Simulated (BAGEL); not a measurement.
# CH4BN2P (SMILES N#CB(N)P): HF/3-21G (density fitting with qzvpp-jkfit)

Aim: the vertical singlet–triplet gap of CH4BN2P at HF/3-21G (density fitting with qzvpp-jkfit), from 2 runs. 

The calculation is run with BAGEL 1.2.2.

5 further runs of the same task are left out: 1 that didn't finish, 4 set aside as unsound or not needed.

## 1. Starting point

CH4BN2P has 9 atoms, charge 0, and is taken as a singlet. As SMILES, `N#CB(N)P`. Geometry: relaxed at GFN2-xTB. This is one conformer, not always the lowest.

Bond lengths: N1–C2 1.149 Å, C2–B3 1.527 Å, B3–N4 1.380 Å, B3–P5 1.918 Å, N4–H6 1.008 Å, N4–H7 1.007 Å, P5–H8 1.387 Å, P5–H9 1.385 Å. Angles: N1–C2–B3 177.6°, C2–B3–N4 119.7°, C2–B3–P5 118.9°, N4–B3–P5 121.3°, B3–N4–H6 123.8°, B3–N4–H7 123.4°, B3–P5–H8 96.4°, B3–P5–H9 96.9°, H6–N4–H7 112.8°, H8–P5–H9 93.9°.

## 2. The energy at HF/3-21G (density fitting with qzvpp-jkfit)

The input, hf.json:

```json
{ "bagel": [

{
  "title": "molecule",
  "basis": "3-21g",
  "df_basis": "qzvpp-jkfit",
  "angstrom": true,
  "geometry": [
    { "atom": "N", "xyz": [       2.242870,      -1.713470,       0.222370 ] },
    { "atom": "C", "xyz": [       1.400060,      -0.942170,       0.103670 ] },
    { "atom": "B", "xyz": [       0.243630,       0.047790,      -0.015420 ] },
    { "atom": "N", "xyz": [       0.082570,       0.773850,      -1.178180 ] },
    { "atom": "P", "xyz": [      -0.897710,       0.328430,       1.499820 ] },
    { "atom": "H", "xyz": [       0.698590,       0.703050,      -1.972390 ] },
    { "atom": "H", "xyz": [      -0.649850,       1.452330,      -1.311980 ] },
    { "atom": "H", "xyz": [      -2.090970,       0.352480,       0.792870 ] },
    { "atom": "H", "xyz": [      -1.029190,      -1.002290,       1.859230 ] }
  ]
},

{ "title": "hf" },

{ "title": "print", "file": "orbitals.molden", "orbitals": true }

]}
```

On the command line:

```bash
$ BAGEL_NUM_THREADS=1 BAGEL hf.json > hf.out
```

What it wrote:

```text
* using 1 threads per process

  ===============================================================
  ===============================================================

  *** Geometry ***

  { "atom" : "N", "xyz" : [      4.238410,     -3.237989,      0.420218 ] },
  { "atom" : "C", "xyz" : [      2.645730,     -1.780443,      0.195908 ] },
  { "atom" : "B", "xyz" : [      0.460394,      0.090310,     -0.029140 ] },
  { "atom" : "N", "xyz" : [      0.156035,      1.462365,     -2.226438 ] },
  { "atom" : "P", "xyz" : [     -1.696426,      0.620643,      2.834249 ] },
  { "atom" : "H", "xyz" : [      1.320144,      1.328572,     -3.727277 ] },
  { "atom" : "H", "xyz" : [     -1.228039,      2.744506,     -2.479283 ] },
  { "atom" : "H", "xyz" : [     -3.951361,      0.666091,      1.498307 ] },
  { "atom" : "H", "xyz" : [     -1.944887,     -1.894054,      3.513436 ] },

  Number of auxiliary basis functions:      504

  Since a DF basis is specified, we compute 2- and 3-index integrals:
    o Being stored without compression. Storage requirement is 0.013 GB

  Number of basis functions:       57
  Number of electrons      :       44

    * METHOD: MOLECULE                             0.17

  *** RHF ***

  === Nuclear Repulsion ===
   175.2652159341

      * DIIS with orbital gradients will be used.

  === RHF iteration (3-21g) ===
      0       -511.69259579          0.02504933           0.04
      1       -511.78481025          0.01906925           0.04
      2       -511.85790181          0.00296727           0.04
      3       -511.86063754          0.00125063           0.04
      4       -511.86108156          0.00020865           0.03
      5       -511.86110824          0.00007024           0.04
      6       -511.86111229          0.00003113           0.04
      7       -511.86111324          0.00001555           0.04
      8       -511.86111353          0.00000785           0.04
      9       -511.86111357          0.00000444           0.04
     10       -511.86111358          0.00000146           0.04
     11       -511.86111359          0.00000053           0.03
     12       -511.86111359          0.00000014           0.03
     13       -511.86111359          0.00000005           0.04
     14       -511.86111359          0.00000002           0.03
     15       -511.86111359          0.00000001           0.04
    * SCF iteration converged.

    * Permanent dipole moment:
           (    1.000597,    -0.881525,     1.180899) a.u.

    * METHOD: HF                                   0.70

    * METHOD: PRINT                                0.01

  ===============================================================
```

Run time: 1.1 s. Hardware: 1 thread of Arm Neoverse V2, shared host; peak memory 0.091 GiB.

## 3. The triplet

The input, job.json:

```json
{ "bagel": [

{
  "title": "molecule",
  "basis": "3-21g",
  "df_basis": "qzvpp-jkfit",
  "angstrom": true,
  "geometry": [
    { "atom": "N", "xyz": [       2.242870,      -1.713470,       0.222370 ] },
    { "atom": "C", "xyz": [       1.400060,      -0.942170,       0.103670 ] },
    { "atom": "B", "xyz": [       0.243630,       0.047790,      -0.015420 ] },
    { "atom": "N", "xyz": [       0.082570,       0.773850,      -1.178180 ] },
    { "atom": "P", "xyz": [      -0.897710,       0.328430,       1.499820 ] },
    { "atom": "H", "xyz": [       0.698590,       0.703050,      -1.972390 ] },
    { "atom": "H", "xyz": [      -0.649850,       1.452330,      -1.311980 ] },
    { "atom": "H", "xyz": [      -2.090970,       0.352480,       0.792870 ] },
    { "atom": "H", "xyz": [      -1.029190,      -1.002290,       1.859230 ] }
  ]
},

{
  "title": "uhf",
  "nopen": 2
},

{
  "title": "print",
  "file": "orbitals.molden",
  "orbitals": true
}

]}
```

On the command line:

```bash
$ BAGEL_NUM_THREADS=1 BAGEL job.json > job.out
```

What it wrote:

```text
* using 1 threads per process

  ===============================================================
  ===============================================================

  *** Geometry ***

  { "atom" : "N", "xyz" : [      4.238410,     -3.237989,      0.420218 ] },
  { "atom" : "C", "xyz" : [      2.645730,     -1.780443,      0.195908 ] },
  { "atom" : "B", "xyz" : [      0.460394,      0.090310,     -0.029140 ] },
  { "atom" : "N", "xyz" : [      0.156035,      1.462365,     -2.226438 ] },
  { "atom" : "P", "xyz" : [     -1.696426,      0.620643,      2.834249 ] },
  { "atom" : "H", "xyz" : [      1.320144,      1.328572,     -3.727277 ] },
  { "atom" : "H", "xyz" : [     -1.228039,      2.744506,     -2.479283 ] },
  { "atom" : "H", "xyz" : [     -3.951361,      0.666091,      1.498307 ] },
  { "atom" : "H", "xyz" : [     -1.944887,     -1.894054,      3.513436 ] },

  Number of auxiliary basis functions:      504

  Since a DF basis is specified, we compute 2- and 3-index integrals:
    o Being stored without compression. Storage requirement is 0.013 GB

  Number of basis functions:       57
  Number of electrons      :       44

    * METHOD: MOLECULE                             0.17

  *** Open-shell HF ***

  === Nuclear Repulsion ===
   175.2652159341

      * DIIS with orbital gradients will be used.

  === UHF iteration (3-21g) ===
      0       -511.39889326          0.05324634           0.07
      1       -511.48290663          0.04593168           0.07
      2       -511.52326205          0.04551200           0.08
      3       -511.65390218          0.00470886           0.07
      4       -511.66110688          0.00225141           0.07
      5       -511.66501441          0.00129740           0.07
      6       -511.66617933          0.00054230           0.07
      7       -511.66666648          0.00037928           0.08
      8       -511.66693655          0.00027097           0.07
      9       -511.66719159          0.00016024           0.07
     10       -511.66733189          0.00009858           0.07
     11       -511.66744793          0.00005688           0.08
     12       -511.66749906          0.00003843           0.07
     13       -511.66753710          0.00002824           0.08
     14       -511.66755999          0.00002165           0.07
     15       -511.66757161          0.00001727           0.07
     16       -511.66757853          0.00001110           0.08
     17       -511.66758053          0.00000590           0.08
     18       -511.66758077          0.00000293           0.08
     19       -511.66758077          0.00000177           0.08
     20       -511.66758077          0.00000136           0.07
     21       -511.66758076          0.00000109           0.08
     22       -511.66758077          0.00000085           0.08
     23       -511.66758077          0.00000069           0.08
     24       -511.66758078          0.00000054           0.08
     25       -511.66758079          0.00000037           0.07
     26       -511.66758079          0.00000025           0.08
     27       -511.66758079          0.00000017           0.08
     28       -511.66758079          0.00000012           0.08
     29       -511.66758079          0.00000007           0.08
     30       -511.66758079          0.00000005           0.08
     31       -511.66758079          0.00000004           0.08
     32       -511.66758079          0.00000002           0.08
     33       -511.66758079          0.00000002           0.08
     34       -511.66758079          0.00000001           0.08
     35       -511.66758079          0.00000001           0.08
    * SCF iteration converged.

    * S^2 (UHF) is 2.1141

    * Permanent dipole moment:
           (    2.488109,    -1.666530,    -0.832053) a.u.

    * METHOD: UHF                                  2.88

    * METHOD: PRINT                                0.01

  ===============================================================
```

Wall time 3.3 s (1 thread of Arm Neoverse V2, shared host); peak memory 0.091 GiB.

## 4. Outcome

Level: HF/3-21G (density fitting with qzvpp-jkfit).

| quantity | value |
| --- | --- |
| singlet: total energy | -511.86111 Eh |
| singlet: dipole moment | 4.53 D |
| singlet: HOMO energy | -10.08 eV |
| singlet: LUMO energy | 2.70 eV |
| singlet: HOMO–LUMO gap | 12.78 eV |
| triplet: total energy | -511.66758 Eh |
| triplet: dipole moment | 7.90 D |
| triplet: ⟨S²⟩ | 2.114 |
| vertical energy of the triplet above the singlet | 5.266 eV |

**Reading.** At this shape the triplet lies 5.27 eV (121 kcal/mol) above the singlet. ⟨S²⟩ (triplet) is 2.11 where a pure triplet has 2.00: the reference is spin-contaminated.
